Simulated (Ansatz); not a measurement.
# NiMoIrPdW (P-3m1) in Ansatz: relaxation of cell and atoms with revPBE

Aim: the relaxation of cell and atoms of NiMoIrPdW with revPBE.

Program: Ansatz 0.2.0. These are calculated values, not measurements. Logs are shortened: lines on timing, memory, paths and dates and some standing lists are left out, and cuts for length are marked.

## Step 1: The crystal as given

Symmetry: P-3m1, No. 164, trigonal system. Conventional cell: a = 2.771 Å, b = 2.771 Å, c = 22.020 Å, α = 90.00°, β = 90.00°, γ = 120.00°. Ni (site symmetry 3m) is surrounded by 3 Mo at 2.55 Å and 3 Pd at 2.65 Å and 6 Ni at 2.77 Å. Around Mo (site symmetry 3m) lie 3 Ni at 2.55 Å and 3 Ir at 2.76 Å and 6 Mo at 2.77 Å. Around Pd (site symmetry 3m) lie 3 Ni at 2.65 Å and 9 Pd at 2.77 to 2.84 Å. Ir (site symmetry 3m) is surrounded by 3 Mo at 2.76 Å and 3 W at 2.77 Å and 6 Ir at 2.77 Å. Around W (site symmetry 3m) lie 3 Ir at 2.77 Å and 9 W at 2.77 to 2.93 Å.

The cell was built by a generator and needn't be a form met in nature.

## Step 2: Relaxation of cell and atoms, revPBE, collinear spin, ferromagnetic start

input.yaml reads:

```yaml
crystal:
  lattice:
    - [2.77085, 0.0, 0.0]
    - [-1.38543, 2.39963, 0.0]
    - [0.0, 0.0, 22.01961]
  atoms:
    - { symbol: Ni, position: [0.33333, 0.66667, 0.85081], spin: 1.0 }
    - { symbol: Ni, position: [0.66667, 0.33333, 0.14919], spin: 1.0 }
    - { symbol: Mo, position: [0.66667, 0.33333, 0.76059], spin: 1.0 }
    - { symbol: Mo, position: [0.33333, 0.66667, 0.23941], spin: 1.0 }
    - { symbol: Pd, position: [0.33333, 0.66667, 0.05329] }
    - { symbol: Pd, position: [0.66667, 0.33333, 0.94671] }
    - { symbol: Ir, position: [0.33333, 0.66667, 0.65827], spin: 0.6 }
    - { symbol: Ir, position: [0.66667, 0.33333, 0.34173], spin: 0.6 }
    - { symbol: W, position: [0.33333, 0.66667, 0.44418] }
    - { symbol: W, position: [0.66667, 0.33333, 0.55582] }
hamiltonian:
  xc: revpbe
  pseudopotentials: { kind: paw }
magnetization:
  spin_polarized: true
kpoints:
  mp_grid: { grid: [8, 8, 1] }
scf:
  occupations: { method: fermi_dirac, width: 0.05 }
output:
  forces: true
  stress: true
  eigenvalues: true
relax:
  f_tol: 0.01
  max_steps: 40
  cell: { stress_tol: 0.05 }
```

Potentials or basis: Ansatz PAW.

On the command line:

```sh
ansatz run input.yaml --threads 8 --pin off --max-ram 20480MiB --backend cpu --events-out ev --progress --plain --runs-dir out
```

The program printed:

```text
Warning: the atoms were moved onto the symmetric positions of the space group found under crystal.symmetry.tolerance 1.0e-5 (fractional; no operation is sought that the atoms, as they stand in a round, miss by more than twice it, and no atom is moved by as much as it), and the run uses the moved positions. Before a round's move an operation carried an atom to 2.77e-5 Å from where it should land, the largest such distance. Atom 0 (counting from 0) moved farthest, by 1.60e-5 Å; the longest move in fractions of the cell, of whichever atom, is 0.47 of the tolerance, in 1 round. To run the atoms as typed, lower crystal.symmetry.tolerance until the operations that they miss are no longer found, or set crystal.symmetry.detect: false (a key that needs symmetry detection or time reversal refuses this as the deck is read). The positions used, in the order of the run's atom list: position: [0.3333333333333333, 0.6666666666666666, 0.85081]; position: [0.6666666666666666, 0.3333333333333333, 0.14919]; position: [0.6666666666666666, 0.3333333333333333, 0.76059]; position: [0.3333333333333333, 0.6666666666666666, 0.23941]; position: [0.3333333333333333, 0.6666666666666666, 0.05329]; position: [0.6666666666666666, 0.3333333333333333, 0.94671]; position: [0.3333333333333333, 0.6666666666666666, 0.65827]; position: [0.6666666666666666, 0.3333333333333333, 0.34173]; position: [0.3333333333333333, 0.6666666666666666, 0.44418]; position: [0.6666666666666666, 0.3333333333333333, 0.55582]; The lattice was moved too: crystal.lattice keeps the space group found at crystal.symmetry.tolerance 1.0e-5 only nearly: the operation that it misses by the most changes a squared length by the fraction 4.62e-6. The run uses the lattice that is a stretch of the typed one, with no rotation, onto the one that keeps every operation to a double's rounding (on a very oblique basis the stretch itself rounds by more); the deck's lattice vector that moved farthest moved by 3.53e-6 Å. To run the lattice as typed, set crystal.symmetry.tolerance under 4.49e-7, the least fraction by which an operation that the lattice misses changes a squared length (the same key also sets how far an atom may lie from its image, so lowering it can lose operations that the atoms keep only within it), or set crystal.symmetry.detect: false, as for the atoms. crystal.lattice made exact, in Å and degrees: [[2.7708520264577463, 2.8867513459737068e-6, 0.0], [-1.3854285132288733, 2.399626801664327, 0.0], [0.0, 0.0, 22.01961]]. Pasted over the deck's crystal.lattice, beside positions in fractional coordinates, it runs the same cell (given as lengths and angles, that cell in the form's own orientation, a rigid turn of the misfit's size from the one run here, for which a checkpoint.post_process_only pass over this run's state can be refused: where this run relaxes nothing, give such a pass this deck's own crystal.lattice, as typed; behind a relaxation, as crystal.lattice, the state's own cell, identity.cell in its checkpoint.json), and a matrix so pasted ends this notice, except on a very skew basis of the lattice, where the rounding of the pasted numbers themselves can read as a misfit: the cell is then moved again, and that move is told again. The lattice as run is in this notice's lattice.as_run_ang field (Run.prep()["deck_notices"] in Python, the deck_notice line of an events file, deck_notices of ansatz run --dry-run=json, or deck_notices in record.json in the deck's checkpoint.write directory).
Warning: RAYON_NUM_THREADS=8 ignored (pool sized by the plan → 8); use --threads N
Engine: ansatz 0.2.0, x86_64-unknown-linux-gnu
Pseudopotentials: kind: paw
Pseudopotential: Ni, paw, valence charge 18, recommended cutoff 420 eV (normal), Ni.paw.azcp
Pseudopotential: Mo, paw, valence charge 14, recommended cutoff 420 eV (normal), Mo.paw.azcp
Pseudopotential: Pd, paw, valence charge 18, recommended cutoff 420 eV (normal), Pd.paw.azcp
Pseudopotential: Ir, paw, valence charge 17, recommended cutoff 420 eV (normal), Ir.paw.azcp
Pseudopotential: W, paw, valence charge 14, recommended cutoff 420 eV (normal), W.paw.azcp
Functional definition: revPBE
  parameter kappa = 1.245
  parameter beta = 0.06672455060314922
  exchange = pbe_x(kappa = kappa, mu = beta*pi^2/3)
  correlation = pbe_c(beta = beta)
[... 234 lines left out ...]
  k-point 9 ↓: bands = ["-82.5839", "-82.5839", "-71.8935", "-71.8935", "-63.4129", "-63.4108", "-53.1566", "-53.1519", "-43.1195", "-43.1195", "-42.8453", "-42.8453", "-42.8327", "-42.8327", "-40.2972", "-40.2972", "-29.2930", "-29.2768", "-29.2198", "-29.1961", "-29.0894", "-29.0719", "-28.9687", "-28.9687", "-28.8449", "-28.8449", "-28.7316", "-28.7316", "-17.8719", "-17.8248", "-17.5879", "-17.5284", "-17.4029", "-17.3622", "-14.8636", "-14.8636", "-14.5553", "-14.5553", "-14.4453", "-14.4453", "15.2720", "15.3032", "15.4268", "15.6174", "16.0100", "16.0238", "16.3068", "16.3578", "16.4454", "16.6943", "16.8102", "16.8109", "16.9130", "16.9910", "17.1745", "17.4352", "17.4394", "17.5297", "17.5544", "17.6511", "18.0253", "18.1448", "18.2324", "18.3171", "18.3176", "18.3915", "18.5095", "18.5312", "18.7885", "18.9747", "19.0623", "19.3506", "19.6122", "19.9051", "19.9355", "20.1026", "20.2654", "20.3856", "20.3866", "20.7339", "20.7682", "21.0191", "21.5582", "22.0349", "22.0722", "22.4068", "22.4101", "22.8466", "23.6283", "24.0959", "24.7959", "25.1946", "25.3159", "25.3415", "26.4574", "26.6150", "27.0597", "27.1396", "27.6759", "27.7864", "28.0878"]
--- Relaxed structure (5 steps of the walk, 4 accepted, 1 SCFs on fresh bases) ---
  F+E_penalty+E_count = -80242.88613745 eV   max|allowed force component| = 2.603e-3 eV/Å   (the final SCF, on the basis selected at the relaxed cell)
  cell:  # Å, volume = 148.3234 Å³
    - [2.78139841640799, 2.897738870782467e-6, 1.6367914300182795e-18]
    - [-1.3907017177194707, 2.4087602377856925, -1.6367924145472459e-18]
    - [1.3007381944305448e-17, -7.509806432688085e-18, 22.138726143956422]
  atoms:
    - { symbol: Ni, position: [0.33333333333333326, 0.6666666666666667, 0.8501218561435903] }
    - { symbol: Ni, position: [0.6666666666666665, 0.33333333333333326, 0.14987814385640974] }
    - { symbol: Mo, position: [0.6666666666666665, 0.33333333333333326, 0.7596341939281734] }
    - { symbol: Mo, position: [0.33333333333333326, 0.6666666666666667, 0.24036580607182673] }
    - { symbol: Pd, position: [0.33333333333333326, 0.6666666666666667, 0.05352481832385256] }
    - { symbol: Pd, position: [0.6666666666666665, 0.33333333333333326, 0.9464751816761474] }
    - { symbol: Ir, position: [0.33333333333333326, 0.6666666666666667, 0.6576793322172594] }
    - { symbol: Ir, position: [0.6666666666666665, 0.33333333333333326, 0.34232066778274045] }
    - { symbol: W, position: [0.33333333333333326, 0.6666666666666667, 0.4442709332932812] }
    - { symbol: W, position: [0.6666666666666665, 0.33333333333333326, 0.5557290667067187] }
```

Run time: 20 s. Hardware: 8 threads of Intel Xeon Platinum 8559C (Emerald Rapids), shared host; peak memory 1.2 GiB.

What came out:

* Free energy: -80242.8861 eV
* Relaxed volume: 14.83 Å³/atom
* Relaxed cell: a = 2.781 Å, b = 2.781 Å, c = 22.139 Å, α = 90.00°, β = 90.00°, γ = 120.00°
* Space group after relaxing (to 0.05 Å): P-3m1 (No. 164)
* Energy gained by relaxing: 1.9 meV/atom
* Ionic steps: 5
* Pressure after relaxing: 0.0 GPa
* Band gap on the k mesh: none (metal or under the smearing width)
* Net moment: 0.00 μB per cell
* Absolute moment: 0.00 μB per cell

Forces in eV/Å, atoms in the order of the input:
```
Ni   0.000  0.000 -0.001
Ni   0.000  0.000  0.001
Mo   0.000  0.000  0.001
Mo   0.000  0.000 -0.001
Pd   0.000  0.000  0.000
Pd   0.000  0.000  0.000
Ir   0.000  0.000 -0.003
Ir   0.000  0.000  0.003
W    0.000  0.000 -0.003
W    0.000  0.000  0.003
```

The path:
| step | energy change (eV) | largest force (eV/Å) | volume (Å³) |
| --- | --- | --- | --- |
| 1 | 0.0000 | 0.0805 | 146.41 |
| 2 | -0.0172 | 0.0461 | 148.31 |
| 3 | -0.0176 | 0.0166 | 148.32 |
| 4 | -0.0177 | 0.0026 | 148.32 |
| 5 | -0.0185 | 0.0026 | 148.32 |

Final structure:
```xyz
10
Lattice="2.7814 0.0000 0.0000 -1.3907 2.4088 0.0000 0.0000 0.0000 22.1387" Properties=species:S:1:pos:R:3 pbc="T T T"
Ni    0.0000    1.6058   18.8206
Ni    1.3907    0.8029    3.3181
Mo    1.3907    0.8029   16.8173
Mo    0.0000    1.6058    5.3214
Pd    0.0000    1.6058    1.1850
Pd    1.3907    0.8029   20.9538
Ir    0.0000    1.6058   14.5602
Ir    1.3907    0.8029    7.5785
W     0.0000    1.6058    9.8356
W     1.3907    0.8029   12.3031
```

Levels at points of the mesh, in eV from the Fermi level:
Spin up:
```
            k point  band 78  band 79  band 80  band 81  band 82  band 83  band 84  band 85
 (0.00, 0.00, 0.00)    -0.84    -0.84    -0.56    -0.52    -0.52    -0.19    -0.19    -0.14
(0.00, -0.50, 0.00)     0.14     0.73     0.99     1.01     1.19     1.42     1.52     1.69
```
Spin down:
```tsv
k point	band 78	band 79	band 80	band 81	band 82	band 83	band 84	band 85
(0.00, 0.00, 0.00)	-0.84	-0.84	-0.56	-0.52	-0.52	-0.19	-0.19	-0.14
(0.00, -0.50, 0.00)	0.14	0.73	0.99	1.01	1.19	1.42	1.52	1.69
```

Caveat: the plane-wave basis is chosen anew once the cell has moved, so the energies of steps on either side of that aren't comparable; the PAW data sets come from PBE, with cores solved anew for the run's functional, which leaves a small shift of forces and pressure; the starting moments weren't kept.
